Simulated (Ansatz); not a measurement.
# FCI/STO-3G run of SiHClO (SMILES O[Si]Cl)

What is the electronic atomisation energy of SiHClO at FCI/STO-3G? 

Program for the calculation: Ansatz 0.2.0.

82 further runs of the same task are left out: 1 that didn't finish, 81 set aside as unsound or not needed.

### 1 The molecule

SiHClO: 4 atoms, total charge 0, spin state singlet. As SMILES, `O[Si]Cl`. Geometry: relaxed at PBE0-D4/def2-TZVP.

Bond lengths: O1–Si2 1.637 Å, Si2–Cl3 2.110 Å, O1–H4 0.963 Å. Angles: O1–Si2–Cl3 101.3°, Si2–O1–H4 120.4°.

### 2 A single-point energy at FCI/STO-3G

File in.yaml:

```yaml
crystal:
  periodic: [false, false, false]
  atoms:
    - {symbol: O, position_ang: [-0.911800, 0.450200, -0.308700]}
    - {symbol: Si, position_ang: [-0.434200, -0.789700, 0.647000]}
    - {symbol: Cl, position_ang: [1.662300, -0.701000, 0.421400]}
    - {symbol: H, position_ang: [-0.260800, 0.980400, -0.780000]}
basis:
  gaussian:
    orbitals: STO-3G
correlation:
  method: fci
  frozen_orbitals: {Cl: 5, H: 0, O: 1, Si: 5}
accuracy: high
```

Command:

```sh
$ ansatz run in.yaml --threads 1 --pin off --max-ram 2610MiB --events-out events.jsonl --progress --plain --runs-dir runs
```

The log of the run:

```text
Warning: RAYON_NUM_THREADS=1 ignored (pool sized by the plan → 1); use --threads N
Functional definition: HF
  name "HF"
  exchange = exact_x
  correlation = 0
433 factors; integrals over basis functions are off by at most 3.0e-8 eV
mean field evaluation 1: about -22166.1153 eV, gradient 2.0e1 eV
mean field evaluation 2: about -22166.1780 eV, gradient 2.0e1 eV
mean field evaluation 4: about -22167.9221 eV, gradient 1.4e0 eV
mean field evaluation 8: about -22167.9310 eV, gradient 2.5e-2 eV
mean field -22167.93096169 eV, -814.6564368786 hartree, gradient 1.2e-8 eV, S^2 0.000000; 0 other end points of the search recorded, 0 dependent functions left out
11 core orbitals not correlated: weight in the atoms' cores, before any rotation towards them, 1.000 or more for the frozen orbitals, at most 0.000 for the correlated occupied ones
reference -22167.93096169 eV, -814.6564368786 hartree; 9, 9 occupied and 4, 4 virtual orbitals, 433 factors
state -22170.62416787 eV, -814.7554103805 hartree
Total energy: -22170.62416787 eV, -814.7554103805 hartree
```

Wall time 2.4 s (1 thread of Arm Neoverse V1, shared host); peak memory 0.1 GiB.

### 3 The Cl atom

File in.yaml:

```yaml
crystal:
  periodic: [false, false, false]
  atoms:
    - {symbol: Cl, position_ang: [0.000000, 0.000000, 0.000000]}
basis:
  gaussian: {orbitals: STO-3G}
magnetization: {spin_polarized: true, initial_magnetization: 1}
correlation: {method: fci, frozen_orbitals: {Cl: 5}}
accuracy: high
```

Run the same way, it converges to -454.54219 Eh (log not shown).

### 4 The H atom: a single-point energy at UHF/STO-3G

File run.yaml:

```yaml
crystal:
  periodic: [false, false, false]
  atoms:
    - symbol: H
      position_ang: [0.000000, 0.000000, 0.000000]
basis:
  gaussian: {orbitals: STO-3G}
magnetization: {spin_polarized: true, initial_magnetization: 1}
hamiltonian: {xc: hf}
accuracy: high
```

Command:

```sh
$ ansatz run run.yaml --threads 1 --pin off --max-ram 2610MiB --events-out events.jsonl --progress --plain --runs-dir runs
```

The log of the run:

```text
Warning: RAYON_NUM_THREADS=1 ignored (pool sized by the plan → 1); use --threads N
[... 4 set-up lines as earlier in the session ...]
1 factors; integrals over basis functions are off by at most 4.6e-10 eV
mean field evaluation 1: about -12.6963 eV, gradient 0.0e0 eV
mean field evaluation 2: about -12.6963 eV, gradient 0.0e0 eV
mean field -12.69633895 eV, -0.4665818504 hartree, gradient 0.0e0 eV, S^2 0.750000; 0 other end points of the search recorded, 0 dependent functions left out
reference -12.69633895 eV, -0.4665818504 hartree; 1, 0 occupied and 0, 1 virtual orbitals, 1 factors
Total energy: -12.69633895 eV, -0.4665818504 hartree
```

Run time: 0.04 s. Hardware: 1 thread of Arm Neoverse V1, shared host.

### 5 The O atom

File job.yaml:

```yaml
crystal:
  periodic: [false, false, false]
  atoms:
    - {symbol: O, position_ang: [0.000000, 0.000000, 0.000000]}
basis:
  gaussian:
    orbitals: STO-3G
accuracy: high
magnetization:
  spin_polarized: true
  initial_magnetization: 2
correlation:
  method: fci
  frozen_orbitals: {O: 1}
```

Command:

```sh
$ ansatz run job.yaml --threads 1 --pin off --max-ram 2610MiB --events-out events.jsonl --progress --plain --runs-dir runs
```

The log of the run:

```text
Warning: RAYON_NUM_THREADS=1 ignored (pool sized by the plan → 1); use --threads N
[... 4 set-up lines as earlier in the session ...]
15 factors; integrals over basis functions are off by at most 1.1e-9 eV
mean field evaluation 1: about -2008.3132 eV, gradient 1.7e-14 eV
mean field evaluation 2: about -2008.3132 eV, gradient 0.0e0 eV
mean field -2008.31323932 eV, -73.8041502613 hartree, gradient 0.0e0 eV, S^2 2.000000; 2 other end points of the search recorded, 0 dependent functions left out
mean field evaluation 4: about -2008.3132 eV, gradient 2.0e-12 eV
1 core orbitals not correlated: weight in the atoms' cores, before any rotation towards them, 1.000 or more for the frozen orbitals, at most 0.000 for the correlated occupied ones
reference -2008.31323932 eV, -73.8041502613 hartree; 4, 2 occupied and 0, 2 virtual orbitals, 15 factors
state -2008.31323932 eV, -73.8041502613 hartree
Total energy: -2008.31323932 eV, -73.8041502613 hartree
```

Wall time 0.04 s (1 thread of Arm Neoverse V1, shared host).

### 6 The Si atom

File job.yaml:

```yaml
crystal:
  periodic: [false, false, false]
  atoms:
    - {symbol: Si, position_ang: [0.000000, 0.000000, 0.000000]}
basis:
  gaussian: {orbitals: STO-3G}
accuracy: high
correlation: {method: fci, frozen_orbitals: {Si: 5}}
magnetization: {spin_polarized: true, initial_magnetization: 2}
```

Run the same way, it converges to -285.47962 Eh (log not shown).

### 7 Results

At FCI/STO-3G, 11 core orbitals frozen:

| quantity | value |
| --- | --- |
| molecule: total energy | -814.75541 Eh |
| molecule: correlation energy (11 core orbitals frozen) | -99.0 mEh |
| Cl atom: total energy | -454.54219 Eh |
| Cl atom: correlation energy (5 core orbitals frozen) | 0.0 mEh |
| H atom: total energy | -0.46658 Eh |
| H atom: ⟨S²⟩ | 0.750 |
| O atom: total energy | -73.80415 Eh |
| O atom: correlation energy (1 core orbital frozen) | 0.0 mEh |
| Si atom: total energy | -285.47962 Eh |
| Si atom: correlation energy (5 core orbitals frozen) | -13.4 mEh |
| electronic atomisation energy | 12.595 eV |

Taking the molecule apart into free atoms costs 12.60 eV (1215 kJ/mol), before zero-point energy and without spin-orbit coupling. In a minimal basis such a difference can be off by several eV, whatever the method.
